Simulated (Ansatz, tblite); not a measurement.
# C₂₇H₁₈N₂: one state, many levels

An exercise on one series of results from a longer session: the logs are not shown, and one member is left open.

Method: as each input shows; program: Ansatz 0.2.0, Gaussian basis.

Levels to be run: GFN1-xTB, GFN2-xTB, PBE-D4/def2-TZVP, r2SCAN-D4/def2-TZVP, revPBE-D4/def2-TZVP, r2SCAN0-D4/def2-TZVP, HF/def2-TZVP, PBE-D4/def2-SVP, PBE0-D4/def2-SVP, HF/STO-3G, MP2/def2-SVP, RPA/def2-SVP.

### The structure

The geometry is that of the singlet, from an earlier relaxation (r2SCAN-D4/def2-SVP).

SMILES `CN(C)c1ccc(C#Cc2ccc(C#Cc3ccc(C#CC#N)cc3)cc2)cc1`, 47 atoms, charge 0, spin multiplicity 1.

Bond lengths: C1–N2 1.446 Å, C1–H30 1.107 Å, C1–H31 1.097 Å, C1–H32 1.106 Å, N2–C3 1.446 Å, N2–C4 1.376 Å, C3–H33 1.107 Å, C3–H34 1.097 Å, C3–H35 1.106 Å, C4–C5 1.419 Å, C4–C29 1.419 Å, C5–C6 1.389 Å, C5–H36 1.091 Å, C6–C7 1.412 Å, C6–H37 1.093 Å, C7–C8 1.422 Å, C7–C28 1.412 Å, C8–C9 1.226 Å and more. Angles: N2–C1–H30 112.3°, N2–C1–H31 109.3°, N2–C1–H32 111.8°, H30–C1–H31 107.9°, H30–C1–H32 107.6°, H31–C1–H32 107.8°, C1–N2–C3 120.0°, C1–N2–C4 119.9°, C3–N2–C4 119.9°, N2–C3–H33 112.3°, N2–C3–H34 109.3°, N2–C3–H35 111.8°, H33–C3–H34 107.9°, H33–C3–H35 107.6°, H34–C3–H35 107.8°, N2–C4–C5 121.3°, N2–C4–C29 121.3°, C5–C4–C29 117.4° and more.

PBE0-D4/def2-TZVP was run before; its log isn't repeated, and its numbers join the tables.

The first run:

Tight binding, by tblite at 300 K electronic temperature and without a spin-polarisation term:

```python
tblite.interface.Calculator('GFN1-xTB', numbers, positions, charge=0, uhf=0).singlepoint()
```

Tight binding, by tblite at 300 K electronic temperature and without a spin-polarisation term:

```python
tblite.interface.Calculator('GFN2-xTB', numbers, positions, charge=0, uhf=0).singlepoint()
```

start.molden holds the orbitals of an earlier run on this state, given as this run's starting guess.

in.yaml

```yaml
crystal:
  periodic: [false, false, false]
  atoms:
    - {symbol: C, position_ang: [-9.335631, 0.617582, -1.654155]}
    - {symbol: N, position_ang: [-8.678162, 0.434626, -0.379756]}
    - {symbol: C, position_ang: [-9.454768, 0.426346, 0.839524]}
    - {symbol: C, position_ang: [-7.305971, 0.355552, -0.320409]}
    - {symbol: C, position_ang: [-6.628015, 0.220117, 0.918866]}
    - {symbol: C, position_ang: [-5.243170, 0.134562, 0.972480]}
    - {symbol: C, position_ang: [-4.455376, 0.179480, -0.198234]}
    - {symbol: C, position_ang: [-3.037430, 0.094470, -0.137331]}
    - {symbol: C, position_ang: [-1.815230, 0.021391, -0.084815]}
    - {symbol: C, position_ang: [-0.395276, -0.043943, -0.022677]}
    - {symbol: C, position_ang: [0.376748, 1.134837, 0.090453]}
    - {symbol: C, position_ang: [1.763402, 1.075340, 0.151732]}
    - {symbol: C, position_ang: [2.432194, -0.168072, 0.102739]}
    - {symbol: C, position_ang: [3.852223, -0.228575, 0.165746]}
    - {symbol: C, position_ang: [5.074833, -0.276461, 0.220378]}
    - {symbol: C, position_ang: [6.493948, -0.330295, 0.283778]}
    - {symbol: C, position_ang: [7.270672, -0.261931, -0.895832]}
    - {symbol: C, position_ang: [8.656530, -0.311535, -0.835992]}
    - {symbol: C, position_ang: [9.314299, -0.431485, 0.410070]}
    - {symbol: C, position_ang: [10.727589, -0.480994, 0.473401]}
    - {symbol: C, position_ang: [11.952872, -0.523205, 0.527250]}
    - {symbol: C, position_ang: [13.315203, -0.570840, 0.588641]}
    - {symbol: N, position_ang: [14.485099, -0.611532, 0.641958]}
    - {symbol: C, position_ang: [8.541030, -0.500141, 1.592038]}
    - {symbol: C, position_ang: [7.155377, -0.450021, 1.527806]}
    - {symbol: C, position_ang: [1.664151, -1.348441, -0.007673]}
    - {symbol: C, position_ang: [0.277310, -1.286242, -0.068479]}
    - {symbol: C, position_ang: [-5.128691, 0.320276, -1.431109]}
    - {symbol: C, position_ang: [-6.513006, 0.406442, -1.496140]}
    - {symbol: H, position_ang: [-9.037483, 1.562190, -2.148613]}
    - {symbol: H, position_ang: [-10.421832, 0.644949, -1.500562]}
    - {symbol: H, position_ang: [-9.113996, -0.210214, -2.352697]}
    - {symbol: H, position_ang: [-9.211966, 1.282909, 1.497548]}
    - {symbol: H, position_ang: [-10.521720, 0.484198, 0.589632]}
    - {symbol: H, position_ang: [-9.294170, -0.499342, 1.422284]}
    - {symbol: H, position_ang: [-7.188956, 0.182288, 1.853524]}
    - {symbol: H, position_ang: [-4.748304, 0.027872, 1.941415]}
    - {symbol: H, position_ang: [-0.134063, 2.100218, 0.127920]}
    - {symbol: H, position_ang: [2.350643, 1.993184, 0.237346]}
    - {symbol: H, position_ang: [6.765151, -0.169020, -1.859971]}
    - {symbol: H, position_ang: [9.250632, -0.258666, -1.751517]}
    - {symbol: H, position_ang: [9.045665, -0.592576, 2.556778]}
    - {symbol: H, position_ang: [6.560565, -0.502946, 2.442750]}
    - {symbol: H, position_ang: [2.174117, -2.314399, -0.046091]}
    - {symbol: H, position_ang: [-0.310407, -2.203503, -0.155875]}
    - {symbol: H, position_ang: [-4.543706, 0.359656, -2.353793]}
    - {symbol: H, position_ang: [-6.982904, 0.515873, -2.474337]}
basis:
  gaussian: {orbitals: def2-TZVP, fitting: {mean_field: def2-universal-jkfit}, initial_orbitals: start.molden}
hamiltonian: {xc: pbe, dispersion: d4}
scf: {omitted_lower_state_checks: [starts]}
output: {forces: true, orbitals: {seedname: orbitals}}
```

Started as:

```bash
ansatz run in.yaml --threads 2 --pin off --events-out ev --progress --plain --max-ram 22528MiB --backend cuda --devices 0, --max-vram 18GiB
```

Steps of the session up to this table: PBE-D4/def2-TZVP; r2SCAN-D4/def2-TZVP; revPBE-D4/def2-TZVP; r2SCAN0-D4/def2-TZVP; HF/def2-TZVP; PBE-D4/def2-SVP; PBE0-D4/def2-SVP; HF/STO-3G; MP2/def2-SVP; RPA/def2-SVP.

One of the session's tables, all rows but one given; the rest of the session is left out.

It belongs to the step «Binding energy». 

```
               level  binding an atom (eV)
           HF/STO-3G                 4.297
         HF/def2-SVP                 3.887
        HF/def2-TZVP                 3.778
     PBE-D4/def2-SVP                 5.580
    PBE-D4/def2-TZVP                 5.498
 revPBE-D4/def2-TZVP                 5.349
 r2SCAN-D4/def2-TZVP                     ?
    PBE0-D4/def2-SVP                 5.442
   PBE0-D4/def2-TZVP                 5.357
r2SCAN0-D4/def2-TZVP                 5.189
        MP2/def2-SVP                 5.221
```

Q: Estimate the row for r2SCAN-D4/def2-TZVP from the others.

**Answer.** binding an atom (eV): 5.295. In the column «binding an atom (eV)» it lies between MP2/def2-SVP (5.221) and revPBE-D4/def2-TZVP (5.349).

Limits of these values: Free atoms were run apart at each level; binding is atoms less cluster, divided by the number of atoms, without zero-point or spin-orbit terms.
